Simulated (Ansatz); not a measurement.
CH₆AlNO₂Si, SMILES O=CO[SiH2][NH][AlH2], a single point in a Gaussian basis

With Ansatz 0.2.0, Python API.

Interactive session:
```pycon
>>> from pathlib import Path
>>> import ansatz as az
>>> import numpy as np
>>> import pandas as pd
>>> ch6alno2si = (
...     az.Crystal.molecule()
...     .atom("O", (2.641, -0.2017, -0.1153))
...     .atom("C", (1.9862, -1.1765, 0.3096))
...     .atom("O", (0.6974, -1.0713, 0.8903))
...     .atom("Si", (-0.0447, 0.4531, 1.0878))
...     .atom("N", (-0.3921, 1.1831, -0.5305))
...     .atom("Al", (-1.5789, 0.0667, -1.4923))
...     .atom("H", (2.4838, -2.1427, 0.2286))
...     .atom("H", (-1.3667, 0.225, 1.7591))
...     .atom("H", (0.6948, 1.3687, 1.958))
...     .atom("H", (-0.9017, 2.088, -0.324))
...     .atom("H", (-1.1442, -1.4412, -1.823))
...     .atom("H", (-2.998, 0.5935, -1.9145))
... )
>>> calc = ch6alno2si.calculation().basis(gaussian="cc-pVDZ").functional("pbe0").forces().orbitals()
>>> print(calc.to_yaml())
crystal:
  periodic: [false, false, false]
  atoms:
    - { symbol: O, position_ang: [2.641, -0.2017, -0.1153] }
    - { symbol: C, position_ang: [1.9862, -1.1765, 0.3096] }
    - { symbol: O, position_ang: [0.6974, -1.0713, 0.8903] }
    - { symbol: Si, position_ang: [-0.0447, 0.4531, 1.0878] }
    - { symbol: "N", position_ang: [-0.3921, 1.1831, -0.5305] }
    - { symbol: Al, position_ang: [-1.5789, 0.0667, -1.4923] }
    - { symbol: H, position_ang: [2.4838, -2.1427, 0.2286] }
    - { symbol: H, position_ang: [-1.3667, 0.225, 1.7591] }
    - { symbol: H, position_ang: [0.6948, 1.3687, 1.958] }
    - { symbol: H, position_ang: [-0.9017, 2.088, -0.324] }
    - { symbol: H, position_ang: [-1.1442, -1.4412, -1.823] }
    - { symbol: H, position_ang: [-2.998, 0.5935, -1.9145] }
basis:
  gaussian:
    orbitals: cc-pVDZ
hamiltonian:
  xc: pbe0
output:
  orbitals: {}
  forces: true
>>> done = calc.run(runs_dir="runs")

>>> report = done.report
>>> {key: value for key, value in report.items() if isinstance(value, (int, float)) and "ev" in key}
{'free_energy_ev': -21180.912836879437, 'reference_energy_ev': -21180.912836879437}
>>> print("reference energy %16.6f eV" % report["reference_energy_ev"])
reference energy    -21180.912837 eV
>>> print("total energy     %16.6f eV" % report["free_energy_ev"])
total energy        -21180.912837 eV
>>> print("occupied orbitals outside the frozen core (up, down):", report["n_occupied"], " frozen:", report["n_frozen"], " virtual:", report["n_virtual"])
occupied orbitals outside the frozen core (up, down): [31, 31]  frozen: 0  virtual: [91, 91]
>>> symbols = [site.symbol for site in ch6alno2si.cartesian_sites]
>>> forces = np.array(report["forces_ev_ang"])
>>> print("largest force", round(float(np.linalg.norm(forces, axis=1).max()), 4), "eV/A, rms", round(float(np.sqrt((forces ** 2).mean())), 4))
largest force 4.4269 eV/A, rms 1.2378
>>> charges = report["charge_distribution"]
>>> table = pd.DataFrame({"atom": symbols, "mulliken": charges["mulliken_charges_e"], "lowdin": charges["lowdin_charges_e"]})
>>> table.round(3)
   atom  mulliken  lowdin
0     O    -0.255   0.124
1     C     0.316  -0.224
2     O    -0.422   0.130
3    Si     0.573   0.101
4     N    -0.507   0.050
5    Al     0.394   0.032
6     H     0.074  -0.004
7     H    -0.077  -0.051
8     H    -0.051  -0.060
9     H     0.152   0.045
10    H    -0.099  -0.067
11    H    -0.099  -0.074
>>> print("dipole (e A):", np.round(charges["dipole_moment_e_ang"], 4) + 0.0)
dipole (e A): [-0.2684 -0.0658  0.1385]
>>> lines = Path(report["orbitals_path"]).read_text().splitlines()
>>> field_of = lambda key: [line.split("=")[1].strip() for line in lines if line.startswith(key)]
>>> orbitals = [(27.211386 * float(e), s, float(n)) for e, s, n in zip(field_of("Ene="), field_of("Spin="), field_of("Occup="))]
>>> homo = max(e for e, _, n in orbitals if n > 0.5)
>>> lumo = min(e for e, _, n in orbitals if n < 0.5)
>>> print(f"HOMO {homo:.3f} eV, LUMO {lumo:.3f} eV, gap {lumo - homo:.3f} eV")
HOMO -7.481 eV, LUMO -1.321 eV, gap 6.160 eV
```

What to keep in mind:
- Total energies depend on the basis set; only differences at equal settings carry meaning.
- The geometry is a force-field or estimated start, not a minimum of this method, and the basis set is short of its limit.
- The Löwdin charges here are taken after orthogonalising the functions within each atom; they differ from plain Löwdin charges, and their signs can be unphysical.
- Levels such as HOMO and LUMO are orbital energies: with these approximate functionals they aren't the ionisation energy and electron affinity, and their gap isn't the fundamental gap.
- Hardware and time: 8.9 s on 1 thread of Arm Neoverse V1, with other jobs on the host, peak memory 0.39 GiB.

(Lines on the test bed's own set-up are left out of the output.)
